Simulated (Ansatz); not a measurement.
Geometry optimisation, DFT PBE-D3(BJ), scalar-relativistic, plane waves, PAW in Ansatz 0.2.0.

Input:

```yaml
crystal:
  lattice:
    - [7.300551, 0.0, 0.0]
    - [-3.650275, 6.322462, 0.0]
    - [0.0, 0.0, 7.005124]
  atoms:
    - { symbol: Si, position: [0.53385831, 0.76692921, 0.41666665] }
    - { symbol: Si, position: [0.4661416, 0.23307083, 0.91666663] }
    - { symbol: Si, position: [0.2330708, 0.46614166, 0.74999997] }
    - { symbol: Si, position: [0.76692913, 0.23307083, 0.58333331] }
    - { symbol: Si, position: [0.76692912, 0.53385838, 0.24999999] }
    - { symbol: Si, position: [0.23307079, 0.76692921, 0.08333333] }
    - { symbol: O, position: [0.61232599, 0.38767397, 0.08333333] }
    - { symbol: O, position: [-1.0e-08, 0.68289714, 0.16666666] }
    - { symbol: O, position: [0.77534786, 0.38767397, 0.41666665] }
    - { symbol: O, position: [0.68289706, 0.68289714, 0.33333332] }
    - { symbol: O, position: [0.612326, 0.22465209, 0.74999997] }
    - { symbol: O, position: [0.22465205, 0.61232606, 0.91666663] }
    - { symbol: O, position: [0.31710286, 0.0, 0.0] }
    - { symbol: F, position: [0.31710285, 0.31710289, 0.8333333] }
    - { symbol: O, position: [0.38767392, 0.77534795, 0.24999999] }
    - { symbol: O, position: [0.38767392, 0.61232606, 0.58333331] }
    - { symbol: O, position: [0.68289707, 0.0, 0.49999998] }
total_charge: 1
basis:
  ecutwfc: 420.0
kpoints:
  mp_grid: { grid: [2, 2, 2] }
hamiltonian:
  xc: pbe
  dispersion: d3bj
  pseudopotentials: { kind: paw, azcp: { folder: soft_1 } }
scf:
  occupations: { method: fermi_dirac, width: 0.02 }
  lower_state_search: "off"
relax:
  f_tol: 0.03
  max_steps: 60
  adjacent_minimum: "off"
```

Run as:

```bash
$ ansatz run input.yaml --threads 1 --pin off --max-ram 3072MiB --backend cpu --events-out ev --progress --plain --runs-dir out
```

Question: Where does it end, and by what steps?

Answer: It converged. Limits of this set-up: charged cell in a uniform background, uncorrected. After 8 steps the energy has fallen by 2.166 eV; Si3 moved furthest, 0.49 Å. Joined: Si3–Si4 (3.17 → 2.54 Å).

```
step  energy less start (eV)  largest force component (eV/Å)  accepted
   0                  0.0000                           6.580       yes
   1                 -1.1141                           4.081       yes
   2                 -1.8493                           1.150       yes
   3                 -1.9734                           0.510       yes
   4                 -2.0806                           0.830       yes
   5                 -2.1221                           0.476       yes
   6                 -2.1491                           0.335       yes
   7                 -2.1655                           0.063       yes
   8                 -2.1661                           0.015       yes
```

```xyz
17
Lattice="7.3006 0.0000 0.0000 -3.6503 6.3225 0.0000 0.0000 0.0000 7.0051" Properties=species:S:1:pos:R:3
Si 1.075 4.857 2.962
Si 2.689 1.475 6.442
Si -0.453 2.901 5.063
Si 4.912 1.547 4.121
Si 3.676 3.403 1.805
Si -1.095 4.820 0.560
O 2.943 2.448 0.683
O -2.556 4.443 1.156
O 4.515 2.464 2.850
O 2.508 4.224 2.566
O 3.795 1.715 5.298
O -0.726 3.634 6.469
O 2.442 -0.071 -0.225
F 1.202 1.926 5.736
O 0.075 4.973 1.680
O 0.331 3.832 4.023
O 5.027 -0.016 3.685
```

The run took 52 s on 1 thread of Arm Neoverse V2 (shared host), peak memory 0.52 GiB.
